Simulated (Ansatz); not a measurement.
# ClF₂H₂NSi: basis-set convergence

The task here is to estimate one member of a computed series from the others.

Program: Ansatz 0.2.0, Gaussian basis. Level of theory: one geometry, several basis sets. These are calculated values, not measurements.

Plan: PBE0-D4/def2-SVP; ωB97M-V/def2-SVP; PBE0-D4/def2-QZVPP; ωB97M-V/def2-QZVPP; CCSD(T)/cc-pV(D+d)Z; CCSD(T)/cc-pV(T+d)Z; CCSD(T)/cc-pV(Q+d)Z; the functionals' def2-TZVPP values are taken from earlier runs.

### Structure used throughout

All runs share one geometry, relaxed beforehand with PBE0-D4 in a triple-zeta def2 set.

SMILES `N[Si](F)(F)Cl`, 7 atoms, charge 0, spin multiplicity 1.

Atoms are counted from 1 here; the program's logs count them from 0.

Bond lengths: N1–Si2 1.677 Å, N1–H6 1.006 Å, N1–H7 1.006 Å, Si2–F3 1.577 Å, Si2–F4 1.577 Å, Si2–Cl5 2.031 Å. Angles: Si2–N1–H6 121.1°, Si2–N1–H7 121.1°, H6–N1–H7 112.3°, N1–Si2–F3 108.7°, N1–Si2–F4 108.8°, N1–Si2–Cl5 116.8°, F3–Si2–F4 109.7°, F3–Si2–Cl5 106.4°, F4–Si2–Cl5 106.4°.

As a file:

```
N    -0.6896    0.5361    0.6281
Si    0.3752   -0.4231   -0.2427
F     1.6204   -0.7514    0.6670
F    -0.3575   -1.7607   -0.6423
Cl    1.1136    0.3610   -1.9640
H    -1.6419    0.6606    0.3277
H    -0.3591    1.3096    1.1805
```

The first run:

in.yaml

```yaml
crystal:
  periodic: [false, false, false]
  atoms:
    - {symbol: N, position_ang: [-0.689610, 0.536095, 0.628150]}
    - {symbol: Si, position_ang: [0.375248, -0.423146, -0.242688]}
    - {symbol: F, position_ang: [1.620422, -0.751411, 0.666999]}
    - {symbol: F, position_ang: [-0.357521, -1.760706, -0.642341]}
    - {symbol: Cl, position_ang: [1.113619, 0.360958, -1.964008]}
    - {symbol: H, position_ang: [-1.641862, 0.660649, 0.327653]}
    - {symbol: H, position_ang: [-0.359094, 1.309561, 1.180536]}
basis:
  gaussian: {orbitals: def2-SVP}
hamiltonian: {xc: pbe0, dispersion: d4}
output: {orbitals: {seedname: orbitals}}
```

Run with:

```
> ansatz run in.yaml --threads 2 --pin off --events-out ev --progress --plain --max-ram 32768MiB --backend cpu
```

Steps of the session up to this table: PBE0-D4 in def2-SVP; ωB97M-V in def2-SVP; PBE0-D4 in def2-QZVPP; ωB97M-V in def2-QZVPP.

One of the session's tables, all rows but one given; the rest of the session is left out.

```
functional       basis  HOMO (eV)  LUMO (eV)
   PBE0-D4    def2-SVP      -8.31       1.03
   PBE0-D4  def2-TZVPP      -8.50       0.46
   PBE0-D4  def2-QZVPP      -8.55       0.11
   ωB97M-V    def2-SVP     -10.65       2.73
   ωB97M-V  def2-TZVPP     -10.86       1.95
   ωB97M-V  def2-QZVPP          ?          ?
```

**Question.** Estimate the row for ωB97M-V, def2-QZVPP.

As computed: HOMO (eV): -10.91; LUMO (eV): 1.40. In the column «HOMO (eV)» it is the lowest.
